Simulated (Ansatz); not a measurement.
# GeAsH (triplet): the correlation ladder, cc-pVDZ

How much of the correlation energy of GeAsH (triplet) does each wave-function method recover here?

Program: Ansatz 0.2.0, Gaussian basis. Level of theory: cc-pVDZ, core rule «outside noble gas», up to 28 orbitals frozen. These are calculated values, not measurements.

The runs, in order: UHF; CCSD(T) on ROHF; CCSD(T) on UHF; BCCD(T) on ROHF; CISD; CCSDT(Q) on ROHF; CCSDT(Q) on UHF; CASSCF and MRCISD+Q, 10 electrons in 9 orbitals; CASSCF and NEVPT2, 10 electrons in 9 orbitals.

25 further runs of the same task are left out: 9 that didn't finish, 16 set aside as unsound or not needed.

### Step 1. The geometry

The geometry is a PBE0/def2-TZVP stationary point (not a proven minimum). No spin-orbit coupling is included. The filled d shell of Ge, As may be among the frozen orbitals whatever the setting's name suggests; the logs give the count.

3 atoms, charge 0, spin multiplicity 3.

Atoms are counted from 1 here; the program's logs count them from 0.

Bond lengths: Ge1–As2 2.457 Å, As2–H3 1.533 Å. Angles: Ge1–As2–H3 96.1°.

Coordinates:

```
Ge    0.0000    0.0162    1.2570
As    0.0000   -0.0357   -1.1999
H     0.0000    1.4852   -1.3949
```

### Step 2. UHF

in.yaml

```yaml
crystal:
  periodic: [false, false, false]
  atoms:
    - {symbol: Ge, position_ang: [0.000000, 0.016167, 1.256970]}
    - {symbol: As, position_ang: [0.000000, -0.035655, -1.199925]}
    - {symbol: H, position_ang: [0.000000, 1.485199, -1.394932]}
basis:
  gaussian: {orbitals: cc-pVDZ}
magnetization: {spin_polarized: true, initial_magnetization: 2}
hamiltonian: {xc: hf}
output: {orbitals: {seedname: orbitals}}
```

Launch:

```console
> ansatz run in.yaml --threads 1 --pin off --events-out ev --progress --plain --max-ram 2393MiB
```

Further steps of the session: CCSD(T) on ROHF; CCSD(T) on UHF; BCCD(T) on ROHF; CISD; CCSDT(Q) on ROHF; CCSDT(Q) on UHF; CASSCF and MRCISD+Q, 10 electrons in 9 orbitals; CASSCF and NEVPT2, 10 electrons in 9 orbitals.

Q: Predict the results of all the runs planned. Wanted: UCCSDT(Q) from the RHF energy; RMP2 from UCCSDT(Q); UMP2 from UCCSDT(Q); RCCSD from UCCSDT(Q); RCCSD(T) from UCCSDT(Q); UCCSD(T) from UCCSDT(Q); RCCSDT(Q) from UCCSDT(Q); NEVPT2 valence from UCCSDT(Q); MRCISD+Q valence from UCCSDT(Q).

As calculated:

| quantity | value |
| --- | --- |
| UCCSDT(Q) from the ROHF energy | -5.1639 eV |
| RMP2 from UCCSDT(Q) | +1105.8 meV |
| UMP2 from UCCSDT(Q) | +1135.3 meV |
| RCCSD from UCCSDT(Q) | +204.7 meV |
| RCCSD(T) from UCCSDT(Q) | +47.9 meV |
| UCCSD(T) from UCCSDT(Q) | +43.5 meV |
| RCCSDT(Q) from UCCSDT(Q) | +5.7 meV |
| NEVPT2 valence from UCCSDT(Q) | +872.1 meV |
| MRCISD+Q valence from UCCSDT(Q) | +14.1 meV |
| levels within 1 kcal/mol (43 meV) | RCCSDT, UCCSDT, RCCSDT(Q), MRCISD+Q valence |
| T1 diagnostic | 0.024 |
| effectively unpaired electrons | 2.04 |

**Reading.** RCCSD(T) lands +47.9 meV from the yardstick (0.9 % of the correlation energy). One determinant dominates. Of the multireference levels listed MRCISD+Q valence comes nearest in total energy (+14.1 meV), which doesn't show that its space is the better one. These misses are within one basis, not against nature; the frozen cores of restricted and unrestricted runs differ, which can shift their rows.

With open shells the CI space here admits some triples and quadruples, so it is larger than plain CISD.
